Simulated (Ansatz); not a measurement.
# revPBE/6-31G(d) (spherical functions) run of C6H7N (2-methylpyridine)

What is the energy change on altering one bond length of C6H7N (2-methylpyridine) at revPBE/6-31G* (spherical functions)? 

Program for the calculation: Ansatz 0.2.0.

41 further runs of the same task are left out: 41 set aside as unsound or not needed. Runs told in other sessions of the task aren't counted.

**1. Starting point**

The species is C6H7N (14 atoms), meant as a singlet with charge 0. SMILES: `Cc1ccccn1`. Geometry: relaxed at PBE0-D4/def2-TZVP.

Bond lengths: C1–C2 1.497 Å, C2–C3 1.395 Å, C3–C4 1.381 Å, C4–C5 1.387 Å, C5–C6 1.384 Å, C2–N7 1.331 Å, C6–N7 1.329 Å, C1–H8 1.093 Å, C1–H9 1.093 Å, C1–H10 1.089 Å, C3–H11 1.084 Å, C4–H12 1.084 Å, C5–H13 1.083 Å, C6–H14 1.087 Å. Some angles: C1–C2–C3 120.9°, C1–C2–N7 117.2°, C3–C2–N7 121.9°, C2–C3–C4 119.3°, C3–C4–C5 118.8°, C4–C5–C6 117.9°, C5–C6–N7 123.8°, C2–N7–C6 118.3°, C2–C1–H8 111.0°, C2–C1–H9 111.1°.

**2. The energy at revPBE/6-31G(d) (spherical functions)**

File in.yaml:

```yaml
crystal:
  periodic: [false, false, false]
  atoms:
    - symbol: C
      position_ang: [1.529800, 0.592680, 1.489460]
    - symbol: C
      position_ang: [0.498030, 0.271780, 0.453520]
    - symbol: C
      position_ang: [-0.041010, -1.010880, 0.352280]
    - symbol: C
      position_ang: [-0.991540, -1.270440, -0.615810]
    - symbol: C
      position_ang: [-1.381650, -0.242290, -1.460470]
    - symbol: C
      position_ang: [-0.792430, 0.997860, -1.286300]
    - symbol: N
      position_ang: [0.122980, 1.258300, -0.358040]
    - symbol: H
      position_ang: [1.142630, 0.416360, 2.496660]
    - symbol: H
      position_ang: [2.416390, -0.035590, 1.368570]
    - symbol: H
      position_ang: [1.824010, 1.637250, 1.403360]
    - symbol: H
      position_ang: [0.288340, -1.790270, 1.030440]
    - symbol: H
      position_ang: [-1.423340, -2.260480, -0.711850]
    - symbol: H
      position_ang: [-2.123160, -0.395570, -2.234860]
    - symbol: H
      position_ang: [-1.069040, 1.831260, -1.926950]
basis:
  gaussian: {orbitals: 6-31G_st_-spherical.json}
output: {orbitals: {seedname: orbitals}}
accuracy: high
hamiltonian: {xc: {name: revPBE}}
```

The basis set 6-31G* is read from a file made from the Basis Set Exchange's data (not shown).

Started as:

```bash
$ ansatz run in.yaml --threads 1 --pin off --max-ram 3480MiB --events-out events.jsonl --progress --plain --runs-dir runs
```

Output:

```text
Warning: RAYON_NUM_THREADS=1 ignored (pool sized by the plan → 1); use --threads N
Functional definition: revPBE
  name "revPBE"
  parameter kappa = 1.245
  parameter beta = 0.06672455060314922
  exchange = pbe_x(kappa = kappa, mu = beta*pi^2/3)
  correlation = pbe_c(beta = beta)
2828 factors; integrals over basis functions are off by at most 3.0e-9 eV
mean field evaluation 1: about -7813.9573 eV, gradient 6.1e1 eV
mean field evaluation 2: about -7806.9272 eV, gradient 8.1e1 eV
mean field evaluation 4: about -7823.6079 eV, gradient 7.5e0 eV
mean field evaluation 8: about -7823.7207 eV, gradient 1.8e-1 eV
mean field evaluation 16: about -7823.7208 eV, gradient 3.1e-5 eV
mean field -7823.72076916 eV, -287.5164351582 hartree, gradient 7.3e-8 eV, S^2 0.000000; 0 other end points of the search recorded, 0 dependent functions left out
reference -7823.72077247 eV, -287.5164352798 hartree; 25, 25 occupied and 87, 87 virtual orbitals, 2828 factors
Total energy: -7823.72077247 eV, -287.5164352798 hartree
```

It took 6.9 s on 1 thread of Intel Xeon 6975P-C (Granite Rapids), shared host; peak memory 0.39 GiB.

**3. The distorted shape, same level**

File input.yaml:

```yaml
crystal:
  periodic: [false, false, false]
  atoms:
    - {symbol: C, position_ang: [1.875255, 1.384746, 1.566295]}
    - {symbol: C, position_ang: [0.843485, 1.063846, 0.530355]}
    - {symbol: C, position_ang: [0.304445, -0.218814, 0.429115]}
    - {symbol: C, position_ang: [-0.646085, -0.478374, -0.538975]}
    - {symbol: C, position_ang: [-1.036195, 0.549776, -1.383635]}
    - {symbol: C, position_ang: [-0.446975, 1.789926, -1.209465]}
    - {symbol: N, position_ang: [0.468435, 2.050366, -0.281205]}
    - {symbol: H, position_ang: [1.488085, 1.208426, 2.573495]}
    - {symbol: H, position_ang: [2.761845, 0.756476, 1.445405]}
    - {symbol: H, position_ang: [2.169465, 2.429316, 1.480195]}
    - {symbol: H, position_ang: [0.633795, -0.998204, 1.107275]}
    - {symbol: H, position_ang: [-1.423340, -2.260480, -0.711850]}
    - {symbol: H, position_ang: [-1.777705, 0.396496, -2.158025]}
    - {symbol: H, position_ang: [-0.723585, 2.623326, -1.850115]}
basis:
  gaussian: {orbitals: 6-31G_st_-spherical.json}
magnetization: {spin_polarized: false, initial_magnetization: 0}
accuracy: high
output: {orbitals: {seedname: orbitals}}
hamiltonian: {xc: {name: revPBE}}
```

The basis set 6-31G* is read from a file made from the Basis Set Exchange's data (not shown).

Started as:

```bash
$ ansatz run input.yaml --threads 1 --pin off --max-ram 3480MiB --events-out events.jsonl --progress --plain --runs-dir runs
```

Output, shortened:

```text
Warning: RAYON_NUM_THREADS=1 ignored (pool sized by the plan → 1); use --threads N
[... 6 set-up lines as earlier in the session ...]
2829 factors; integrals over basis functions are off by at most 2.9e-9 eV
mean field evaluation 1: about -7807.8687 eV, gradient 6.6e1 eV
mean field evaluation 2: about -7766.0744 eV, gradient 1.3e2 eV
mean field evaluation 4: about -7819.6683 eV, gradient 1.3e1 eV
mean field evaluation 8: about -7820.5071 eV, gradient 3.2e-1 eV
mean field evaluation 16: about -7820.4893 eV, gradient 1.0e-3 eV
mean field -7820.48925245 eV, -287.3976791097 hartree, gradient 1.2e-8 eV, S^2 0.000000; 0 other end points of the search recorded, 0 dependent functions left out
reference -7820.48925606 eV, -287.3976792422 hartree; 25, 25 occupied and 87, 87 virtual orbitals, 2829 factors
Total energy: -7820.48925606 eV, -287.3976792422 hartree
```

Wall time 6.9 s (1 thread of Intel Xeon 6975P-C (Granite Rapids), shared host); peak memory 0.39 GiB.

**4. Outcome**

Level: revPBE/6-31G* (spherical functions).

```
                                                          quantity          value
                                         first shape: total energy  -287.51644 Eh
                                          first shape: HOMO energy       -5.36 eV
                                          first shape: LUMO energy       -1.10 eV
                                        first shape: HOMO–LUMO gap        4.26 eV
                                     distorted shape: total energy  -287.39768 Eh
                                      distorted shape: HOMO energy       -5.61 eV
                                      distorted shape: LUMO energy       -2.68 eV
                                    distorted shape: HOMO–LUMO gap        2.93 eV
energy change with the C4–H12 bond stretched from 1.084 to 1.952 Å       3.232 eV
```

What this shows: One bond (distorted shape) is far stretched, which a spin-restricted single reference describes badly; a broken-symmetry solution may lie lower. With the C4–H12 bond stretched from 1.084 to 1.952 Å the energy rises by 3.23 eV (312 kJ/mol). The first shape isn't relaxed at this level, so the change isn't measured from a minimum. A restricted reference can't describe the breaking bond well at this length.
